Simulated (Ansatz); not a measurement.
# BCl2HO: the cost of one run

Computed with Ansatz 0.2.0, Gaussian basis. Level: PBE0-D4/def2-TZVP structures, single points in def2-TZVPP, no counterpoise correction.

Levels: SPW92, PBE-D4, BLYP-D4, r2SCAN-D4, B97M-V, PBE0-D4, B3LYP-D4, r2SCAN0-D4, BHLYP-D4, CAM-B3LYP-D4, wB97X-V, wB97M-V, B2PLYP, PBE-QIDH, RPA on PBE, Hartree-Fock, MP2, CCSD, CCSD(T).

Cores are frozen in the correlated methods. B3LYP uses VWN-RPA correlation. B2PLYP carries no dispersion term here.

113 further runs of the same task are left out: 113 set aside as unsound or not needed.

### Step 1. Starting geometry

The complex: 9 atoms, charge 0, spin multiplicity 1.

Atoms are counted from 1 here; the program's logs count them from 0.

Bond lengths: B1–Cl3 1.747 Å, B1–Cl4 1.735 Å, B1–O6 1.361 Å, Cl2–H7 1.293 Å, H5–F8 0.941 Å, O6–H9 0.964 Å. Angles: Cl3–B1–Cl4 121.6°, Cl3–B1–O6 120.3°, Cl4–B1–O6 118.0°, B1–O6–H9 113.3°.

Geometry (Å):

```xyz
9
BCl3FH3O
B    -1.30754    0.22991   -0.44415
Cl    2.10150    0.20657   -1.34124
Cl   -1.99791   -0.40067   -1.91965
Cl   -1.29488    1.93027   -0.09929
H     0.55254   -0.14850    1.42887
O    -0.79152   -0.61497    0.48912
H     2.12387    0.25918   -0.04950
F     1.41875    0.07691    1.72025
H    -0.80481   -1.53879    0.21559
```

Its parts: BCl2HO holds atoms 1, 3, 4, 6, 9; HCl holds atoms 2, 7; HF holds atoms 5, 8. Each part counts its atoms afresh in its own runs.

### Step 2. Relaxing BCl2HO alone

relax-a/in.yaml

```yaml
crystal:
  periodic: [false, false, false]
  atoms:
    - {symbol: B, position_ang: [-1.307541, 0.229907, -0.444145]}
    - {symbol: Cl, position_ang: [-1.997910, -0.400672, -1.919651]}
    - {symbol: Cl, position_ang: [-1.294884, 1.930272, -0.099287]}
    - {symbol: O, position_ang: [-0.791521, -0.614974, 0.489118]}
    - {symbol: H, position_ang: [-0.804812, -1.538790, 0.215588]}
basis:
  gaussian: {orbitals: def2-TZVP}
hamiltonian: {xc: pbe0, dispersion: d4}
relax: {f_tol: 0.005, max_steps: 200}
```

Started as:

```bash
$ ansatz run in.yaml --threads 8 --pin off --events-out ev --progress --plain --max-ram 19148MiB
```

**Question.** How long does this run take on 8 threads of Arm Neoverse V2, shared host?

About 4.9 s.
